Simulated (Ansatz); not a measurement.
# Ge3I: the cost of one run

Method: DFT PBE, scalar-relativistic, plane waves, PAW, unless a step names another level, in Ansatz 0.2.0.

13 further runs of the same task are left out: 5 that didn't finish, 8 set aside as unsound or not needed.

### Step 1. What the formula suggests

Pauling electronegativities: Ge 2.01, I 2.66 (spread 0.65). No set of common oxidation states balances it. Tabulated atomic sizes suggest about 25 Å³/atom. 28 candidates were drawn, by swapping species into database cells of other compounds, at random by space group and Wyckoff sites, or by hand, as the table says:

```csv
name,made from,space group no.,Wyckoff sites,atoms (primitive cell),V (Å³/atom)
c01,random,38,"Ge 4d, 2b; I 2a",4,26.4
c02,random,129,"Ge 2b, 2c, 2c; I 2c",8,31.6
c03,database cell of Cu3P,164,"Ge 2c, 2d, 2d; I 2d",8,23.1
c04,database cell of SrPb3,123,"Ge 1c, 2e; I 1a",4,25.9
c05,database cell of PI3,173,Ge 6c; I 2b,8,28.9
c06,random,221,Ge 3c; I 1b,4,26.7
c07,random,118,"Ge 4g, 2d; I 2b",8,25.1
c08,random,47,"Ge 2t, 1f; I 1b",4,25.5
c09,random,183,"Ge 1a, 2b; I 1a",4,25.5
c10,database cell of IrRh3,139,"Ge 4d, 2b; I 2a",4,26.1
c11,random,146,"Ge 3a, 9b, 3a, 3a; I 3a, 3a",8,29.2
c12,random,225,"Ge 4b, 8c; I 4a",4,31.8
c13,random,229,Ge 6b; I 2a,4,27.1
c14,database cell of Fe3Ge,194,Ge 6h; I 2c,8,23.7
c15,random,187,Ge 3k; I 1e,4,28.0
c16,random,164,"Ge 2d, 1a; I 1b",4,27.9
c17,random,141,"Ge 8c, 4b; I 4a",8,28.7
c18,random,139,"Ge 4e, 2b; I 2a",4,24.7
c19,random,166,Ge 9d; I 3b,4,29.5
c20,random,191,"Ge 3f, 2d, 1a; I 2c",8,25.4
c21,database cell of GdSn3,221,Ge 3c; I 1a,4,23.5
c22,database cell of SbI3,148,Ge 18f; I 6c,8,27.3
c23,random,107,"Ge 4b, 2a; I 2a",4,25.9
c24,database cell of TiMo3,71,"Ge 4i, 2b; I 2d",4,23.7
c25,random,191,"Ge 2d, 1b; I 1a",4,26.3
c26,database cell of VGe3,223,Ge 6c; I 2a,8,20.9
c27,random,227,"Ge 8a, 16d; I 8b",8,29.7
c28,database cell of BaSe3,113,"Ge 4e, 2c; I 2a",8,23.9
```

### Step 2. Screening run of c01

Contents of input.yaml:

```yaml
crystal:
  lattice:
    - [6.0537441, 0.0, 0.0]
    - [0.0, 4.06042354, 2.14548876]
    - [0.0, -4.06042354, 2.14548876]
  atoms:
    - { symbol: Ge, position: [0.0, 0.26765163, 0.88384333] }
    - { symbol: Ge, position: [0.0, 0.88384333, 0.26765163] }
    - { symbol: Ge, position: [0.5, 0.20785152, 0.20785152] }
    - { symbol: I, position: [0.0, 0.59007393, 0.59007393] }
basis:
  ecutwfc: 420
kpoints:
  mp_grid: { grid: [3, 5, 5] }
hamiltonian:
  xc: pbe
scf:
  occupations: { method: gaussian, width: 0.2 }
  lower_state_search: "off"
output:
  forces: true
  stress: true
  eigenvalues: true
relax:
  adjacent_minimum: "off"
  f_tol: 0.08
  max_steps: 16
  cell: { stress_tol: 0.8 }
```

On the command line:

```console
$ ansatz run input.yaml --threads 1 --pin off --max-ram 2560MiB --backend cpu --events-out ev --progress --plain --runs-dir out
```

What time and memory should one allow on 1 thread of Arm Neoverse V2, shared host?

About 99 s, with a peak of 0.37 GiB.
